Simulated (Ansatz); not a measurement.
# CH6SeSi2: small, medium and large basis sets

One table from this session's results is given with a row withheld; the runs are named, their logs left out.

The runs use Ansatz 0.2.0, Gaussian basis; one geometry, several basis sets.

Plan: PBE0-D4/def2-SVP; ωB97M-V/def2-SVP; PBE0-D4/def2-QZVPP; ωB97M-V/def2-QZVPP; the functionals' def2-TZVPP values are taken from earlier runs.

### The relaxed structure

An earlier PBE0-D4 in a triple-zeta def2 set relaxation fixed the geometry.

SMILES `[SiH3]C([SiH3])=[Se]`, 10 atoms, charge 0, spin multiplicity 1.

Atoms are counted from 1 here; the program's logs count them from 0.

Bond lengths: Si1–C2 1.877 Å, Si1–H5 1.481 Å, Si1–H6 1.488 Å, Si1–H7 1.489 Å, C2–Si3 1.877 Å, C2–Se4 1.767 Å, Si3–H8 1.481 Å, Si3–H9 1.488 Å, Si3–H10 1.489 Å. Angles: C2–Si1–H5 110.7°, C2–Si1–H6 107.8°, C2–Si1–H7 109.2°, H5–Si1–H6 110.5°, H5–Si1–H7 110.7°, H6–Si1–H7 107.9°, Si1–C2–Si3 120.4°, Si1–C2–Se4 119.8°, Si3–C2–Se4 119.8°, C2–Si3–H8 110.7°, C2–Si3–H9 107.8°, C2–Si3–H10 109.2°, H8–Si3–H9 110.5°, H8–Si3–H10 110.7°, H9–Si3–H10 107.9°.

Coordinates:

```xyz
10

Si   -0.4441    1.3647   -0.7972
C    -0.4195   -0.4639   -0.3742
Si    0.6786   -1.1063    1.0058
Se   -1.4377   -1.5876   -1.2814
H    -1.0564    1.5861   -2.1275
H    -1.2246    2.0653    0.2589
H     0.9478    1.8938   -0.7645
H     0.2687   -2.4710    1.4089
H     2.0811   -1.1089    0.5078
H     0.6060   -0.1721    2.1633
```

The first run:

The input, in.yaml:

```yaml
crystal:
  periodic: [false, false, false]
  atoms:
    - {symbol: Si, position_ang: [-0.444108, 1.364686, -0.797220]}
    - {symbol: C, position_ang: [-0.419509, -0.463936, -0.374188]}
    - {symbol: Si, position_ang: [0.678635, -1.106309, 1.005813]}
    - {symbol: Se, position_ang: [-1.437681, -1.587614, -1.281356]}
    - {symbol: H, position_ang: [-1.056354, 1.586066, -2.127488]}
    - {symbol: H, position_ang: [-1.224595, 2.065270, 0.258906]}
    - {symbol: H, position_ang: [0.947795, 1.893774, -0.764474]}
    - {symbol: H, position_ang: [0.268713, -2.470997, 1.408869]}
    - {symbol: H, position_ang: [2.081128, -1.108861, 0.507828]}
    - {symbol: H, position_ang: [0.605978, -0.172071, 2.163300]}
basis:
  gaussian: {orbitals: def2-SVP}
hamiltonian: {xc: pbe0, dispersion: d4}
output: {orbitals: {seedname: orbitals}}
```

Run with:

```bash
> ansatz run in.yaml --threads 2 --pin off --events-out ev --progress --plain --max-ram 31744MiB --backend cpu
```

Among the steps run: PBE0-D4 in def2-SVP; ωB97M-V in def2-SVP; PBE0-D4 in def2-QZVPP; ωB97M-V in def2-QZVPP.

One table of the session follows, with a row left open; its other results are not shown here.

| functional | basis | HOMO (eV) | LUMO (eV) |
| --- | --- | --- | --- |
| PBE0-D4 | def2-SVP | -6.10 | -3.21 |
| PBE0-D4 | def2-TZVPP | -6.21 | -3.31 |
| PBE0-D4 | def2-QZVPP | -6.22 | -3.33 |
| ωB97M-V | def2-SVP | -8.23 | -1.10 |
| ωB97M-V | def2-TZVPP | ? | ? |
| ωB97M-V | def2-QZVPP | -8.38 | -1.29 |

**Question.** Estimate the row for ωB97M-V, def2-TZVPP.

As computed: HOMO (eV): -8.36; LUMO (eV): -1.26. In the column «HOMO (eV)» it lies between ωB97M-V, def2-QZVPP (-8.38) and ωB97M-V, def2-SVP (-8.23).
